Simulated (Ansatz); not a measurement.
# MgS: the cost of one run

Method: DFT PBEsol, scalar-relativistic, in Ansatz 0.2.0.

## 1. The system as given

The structure is cubic, space group Fm-3m (No. 225). Conventional cell: a = 5.203 Å, b = 5.203 Å, c = 5.203 Å, α = 90.00°, β = 90.00°, γ = 90.00°. Around Mg (site symmetry m-3m) lie 6 S at 2.60 Å. Around S (site symmetry m-3m) lie 6 Mg at 2.60 Å.

As a file:

```xyz
2
Lattice="0.0000 2.6016 2.6016 2.6016 0.0000 2.6016 2.6016 2.6016 0.0000" Properties=species:S:1:pos:R:3 pbc="T T T"
Mg    0.0000    0.0000    0.0000
S     2.6016    2.6016    2.6016
```

Atoms are numbered in the order of the input: Mg1, S2.

## 2. The deformed structure

Space group Fm-3m before, I4/mmm after.

## 3. Full-potential LAPW

Input file input.yaml:

```yaml
crystal:
  lattice:
    - [0.0, 2.653683, 2.60165]
    - [2.653683, 0.0, 2.60165]
    - [2.653683, 2.653683, 0.0]
  atoms:
    - { symbol: Mg, position: [0.0, 0.0, 0.0] }
    - { symbol: S, position: [0.5, 0.5, 0.5] }
kpoints:
  mp_grid: { grid: [10, 10, 10] }
  band_path:
    path:
      - [0.0, 0.0, 0.0]
      - [0.0, 0.5, 0.5]
      - [0.25, 0.75, 0.5]
      - [0.0, 0.5, 0.0]
      - [0.0, 0.0, 0.0]
      - [0.5, 0.5, 0.0]
      - [0.38005, 0.61995, 0.0]
      - [-0.38005, 0.38005, 0.0]
      - [0.0, 0.0, 0.0]
    npoints: 5
scf:
  occupations: { method: fermi_dirac, width: 0.03 }
hamiltonian:
  xc: pbesol
  pseudopotentials: { kind: all_electron, lapw: { basis_error: 0.00025 } }
output:
  forces: true
  stress: true
  eigenvalues: true
```

Command:

```bash
$ ansatz run input.yaml --threads 1 --pin off --max-ram 3072MiB --backend cpu --events-out ev --progress --plain --runs-dir out
```

**Question.** How long does this run take on 1 thread of Intel Xeon 6975P-C (Granite Rapids), shared host, and how much memory does it need?

About 7.3 s, with a peak of 0.4 GiB.
